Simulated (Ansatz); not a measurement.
From input file to script: Mg3Zn, space group Pm-3m in Ansatz 0.2.0.

```yaml
crystal:
  lattice:
    a: 4.275517
    b: 4.275517
    c: 4.275517
    alpha: 90.0
    beta: 90.0
    gamma: 90.0
  atoms:
    - { symbol: Mg, position: [0.5, 0.5, 0.0] }
    - { symbol: Mg, position: [0.5, 0.0, 0.5] }
    - { symbol: Mg, position: [0.0, 0.5, 0.5] }
    - { symbol: Zn, position: [0.0, 0.0, 0.0] }
basis:
  ecutwfc: 462.593566181796
kpoints:
  mp_grid:
    grid: [4, 4, 4]
    shift: [0.0, 0.0, 0.0]
hamiltonian:
  xc: lda
scf:
  occupations:
    method: methfessel_paxton
    width: 0.05
relax:
  f_tol: 0.02
  random_displacement:
    amplitude: 0.15
    seed: 864
```

`relax_mg3zn.py`
```python
'''Ionic relaxation of Mg3Zn.'''

import ansatz
from ase import Atoms
from ase.data import atomic_numbers
from ase.io import write
import numpy as np
import spglib

crystal = (
    ansatz.Lattice.from_parameters(4.275517, 4.275517, 4.275517, alpha=90.0, beta=90.0, gamma=90.0)
    .atom('Mg', [0.5, 0.5, 0.0])
    .atom('Mg', [0.5, 0.0, 0.5])
    .atom('Mg', [0.0, 0.5, 0.5])
    .atom('Zn', [0.0, 0.0, 0.0])
)

setup = (
    crystal.calculation()
    .kpoints(4, center='gamma')
    .functional('lda')
    .basis(34 * ansatz.Ry)
    .occupations(ansatz.OccupationsMethod.METHFESSEL_PAXTON, width=0.05)
    .relax(force_tolerance=0.02, random_displacement=True, displacement_amplitude=0.15, displacement_seed=864)
)
steps = []


def collect(event):
    if event['event'] == 'relax_step':
        steps.append(event['data'])


outcome = setup.session().plan().execute(on_event=collect)
summary = outcome.report
for s in steps:
    flag = '' if s['accepted'] else '  (rejected)'
    print('step %2d  E = %.5f eV  largest force component = %.4f eV/A%s' % (s['step'], s['lagrangian_ev'], s['allowed_force_max_ev_ang'], flag))

first, last = steps[0], steps[-1]
symbols = [site.symbol for site in outcome.lattice.sites]
print(f'energy gained {first["lagrangian_ev"] - last["lagrangian_ev"]:.4f} eV in {len(steps) - 1} steps')

relaxed = Atoms(symbols, positions=[site.position_ang for site in outcome.lattice.sites], cell=outcome.lattice.cell_ang, pbc=True)
write('relaxed.vasp', relaxed, format='vasp')

fractions = [site.position_frac for site in outcome.lattice.sites]
numbers = [atomic_numbers[s] for s in symbols]
for tolerance in (1e-3, 1e-2, 1e-1):
    print(f'space group at {tolerance} A:', spglib.get_spacegroup((outcome.lattice.cell_ang, fractions, numbers), symprec=tolerance))

n_atoms = len(summary['lattice']['sites'])
print('F =', round(summary['free_energy_ev'], 4), 'eV for', n_atoms, 'atoms')
print('E(sigma -> 0) =', round(summary['energy_sigma0_ev'], 4), 'eV, TS =', round(summary['entropy_ts_ev'], 5), 'eV')
print('closed by', summary['closed_by'], 'after', summary['n_iterations'], 'iterations')
```

```console
$ python relax_mg3zn.py
step  1  E = -8950.99076 eV  largest force component = 0.7388 eV/A
step  2  E = -8951.11825 eV  largest force component = 0.3390 eV/A
step  3  E = -8951.14589 eV  largest force component = 0.0074 eV/A
step  4  E = -8951.14589 eV  largest force component = 0.0073 eV/A
energy gained 0.1551 eV in 3 steps
space group at 0.001 A: Pm (6)
space group at 0.01 A: Pm-3m (221)
space group at 0.1 A: Pm-3m (221)
F = -8951.1459 eV for 4 atoms
E(sigma -> 0) = -8951.1452 eV, TS = 0.00276 eV
closed by deck_thresholds after 4 iterations
```

Caveats:
- Total energies depend on the potentials; only differences at equal settings carry meaning. A total without «per atom» is that of the cell as typed.
- The mesh is modest for a metal, so energies can be off by several to tens of meV an atom and pressures by half a GPa or more; differences at equal mesh fare better.
- Energies along a relaxation are free energies. A last row that repeats the one before re-solves the same geometry more tightly.
- The first row is the displaced cell, and groups found at tight tolerances show what the force threshold leaves of the kick.
- This cell is a computed structure, which may not be the phase found in nature.
- Finished in 18 s on 1 thread of Arm Neoverse V2, on a shared host, peak memory 0.49 GiB.

(Lines on the test bed's own set-up are left out of the output.)
